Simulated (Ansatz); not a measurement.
AlSn:

```
Sn Al
1.0
     4.19811    0.00000    0.00000
    -2.09905    3.63567    0.00000
     0.00000    0.00000    3.30685
Sn Al
1 1
Direct
  0.33333 0.66667 0.50000
  0.00000 0.00000 0.00000
```

The cell comes from a database or a generator and needn't be the stable form of this composition.

| Property | Result |
| --- | --- |
| Program | Ansatz 0.2.0 |
| Task | single point |
| Functional | PBEsol |
| Potentials or basis | Ansatz PAW |
| Cutoff | 420 eV (not typed: the program's choice for these potentials) |
| k mesh | 7 × 7 × 8 |
| Occupations | fermi-dirac, width 0.05 eV |
| Spin | no spin polarisation |

On this cell: pressure -1.8 GPa; largest force under 0.003 eV/Å; band gap on the k mesh none (metal or under the smearing width).

The same run follows on a disturbed copy (atoms moved at random, drawn with an rms of 0.05 Å):

```
Sn Al
1.0
     4.19811    0.00000    0.00000
    -2.09905    3.63567    0.00000
     0.00000    0.00000    3.30685
Sn Al
1 1
Direct
  0.33146 0.66059 0.49587
  0.00564 0.00428 0.99455
```

Question: What changes?

Answer: The energy (extrapolated to zero smearing) moves by +1.4 meV/atom; pressure -1.8 GPa; largest force 0.143 eV/Å; band gap on the k mesh none (metal or under the smearing width).

Forces on the atoms (eV/Å):
```
Sn   0.032  0.139 -0.007
Al  -0.032 -0.139  0.007
```

Stress tensor (GPa, compression positive):
```
-2.23 -0.10  0.00
-0.10 -1.43 -0.01
 0.00 -0.01 -1.67
```

Caveats: the PAW data sets come from PBE, with cores solved anew for the run's functional, which leaves a small shift of forces and pressure.
